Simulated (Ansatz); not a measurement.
# Mg3GeN: the cost of one run

Program: Ansatz 0.2.0. Level of theory: DFT PBE, scalar-relativistic, plane waves, PAW. These are calculated values, not measurements.

### 1 Starting point

The structure is tetragonal, space group P4/mmm (No. 123). The conventional cell has a = 4.305 Å, b = 4.305 Å, c = 5.281 Å, α = 90.00°, β = 90.00°, γ = 90.00°. Mg (site symmetry mmm) has 2 Ge at 2.15 Å and 2 N at 2.15 Å as nearest neighbours. Around Mg (site symmetry 4/mmm) lie 2 Ge at 2.64 Å. Ge (site symmetry 4/mmm) is surrounded by 4 Mg at 2.15 Å. N (site symmetry 4/mmm) has 4 Mg at 2.15 Å as nearest neighbours.

Structure file:

```
Mg Ge N
1.0
     4.30513    0.00000    0.00000
     0.00000    4.30513    0.00000
     0.00000    0.00000    5.28053
Mg Ge N
3 1 1
Direct
  0.00000 0.50000 0.50000
  0.50000 0.00000 0.50000
  0.00000 0.00000 0.00000
  0.00000 0.00000 0.50000
  0.50000 0.50000 0.50000
```

The cell is invented: random cell by space group and Wyckoff sites (P4/mmm, No. 123). Lengths come from tabulated atomic sizes and are only a guess.

### 2 A first look at the guess

Contents of input.yaml:

```yaml
crystal:
  lattice:
    - [4.30512836, 0.0, 0.0]
    - [0.0, 4.30512836, 0.0]
    - [0.0, 0.0, 5.28053386]
  atoms:
    - { symbol: Mg, position: [0.0, 0.5, 0.5] }
    - { symbol: Mg, position: [0.5, 0.0, 0.5] }
    - { symbol: Mg, position: [0.0, 0.0, 0.0] }
    - { symbol: Ge, position: [0.0, 0.0, 0.5] }
    - { symbol: "N", position: [0.5, 0.5, 0.5] }
basis:
  ecutwfc: 420
kpoints:
  mp_grid: { grid: [4, 4, 4] }
hamiltonian:
  xc: pbe
scf:
  occupations: { method: gaussian, width: 0.1 }
  lower_state_search: "off"
output:
  forces: true
  stress: true
  eigenvalues: true
```

Run with:

```sh
$ ansatz run input.yaml --threads 1 --pin off --max-ram 2560MiB --backend cpu --events-out ev --progress --plain --runs-dir out
```

**Question.** How long does this run take on 1 thread of Arm Neoverse V2, shared host, and how much memory does it need?

About 2.8 s, with a peak of 0.34 GiB.
